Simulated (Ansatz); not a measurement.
# AgPt3: the cost of one run

Computed with Ansatz 0.2.0 (DFT LDA, scalar-relativistic, unless a step's input says otherwise).

## 1. The system as given

The structure is cubic, space group Pm-3m (No. 221). Conventional cell: a = 3.900 Å, b = 3.900 Å, c = 3.900 Å, α = 90.00°, β = 90.00°, γ = 90.00°. Around Ag (site symmetry m-3m) lie 12 Pt at 2.76 Å. Pt (site symmetry 4/mmm) is surrounded by 4 Ag at 2.76 Å and 8 Pt at 2.76 Å.

Structure file:

```xyz
4
Lattice="3.9000 0.0000 0.0000 0.0000 3.9000 0.0000 0.0000 0.0000 3.9000" Properties=species:S:1:pos:R:3 pbc="T T T"
Ag    0.0000    0.0000    0.0000
Pt    0.0000    1.9500    1.9500
Pt    1.9500    0.0000    1.9500
Pt    1.9500    1.9500    0.0000
```

Atoms are numbered in the order of the input: Ag1, Pt2, Pt3, Pt4.

## 2. After the deformation

Space group Pm-3m before, P4/mmm after.

## 3. All-electron LAPW

input.yaml

```yaml
crystal:
  lattice:
    - [3.9, 0.0, 0.0]
    - [0.0, 3.9, 0.0]
    - [0.0, 0.0, 3.822]
  atoms:
    - { symbol: Ag, position: [0.0, 0.0, 0.0] }
    - { symbol: Pt, position: [0.0, 0.5, 0.5] }
    - { symbol: Pt, position: [0.5, 0.0, 0.5] }
    - { symbol: Pt, position: [0.5, 0.5, 0.0] }
kpoints:
  mp_grid: { grid: [9, 9, 9] }
  band_path:
    path:
      - [0.0, 0.0, 0.0]
      - [0.0, 0.5, 0.0]
      - [0.5, 0.5, 0.0]
      - [0.0, 0.0, 0.0]
      - [0.0, 0.0, 0.5]
      - [0.0, 0.5, 0.5]
      - [0.5, 0.5, 0.5]
      - [0.0, 0.0, 0.5]
      - [0.0, 0.5, 0.0]
    npoints: 5
scf:
  occupations: { method: fermi_dirac, width: 0.08 }
hamiltonian:
  xc: lda
  pseudopotentials: { kind: all_electron, lapw: { basis_error: 0.0005 } }
output:
  forces: true
  stress: true
  eigenvalues: true
```

Run with:

```
ansatz run input.yaml --threads 1 --pin off --max-ram 4096MiB --backend cpu --events-out ev --progress --plain --runs-dir out
```

**Question.** How long does this run take on 1 thread of Arm Neoverse V2, shared host, and how much memory does it need?

About 3.9 min, with a peak of 1.3 GiB.
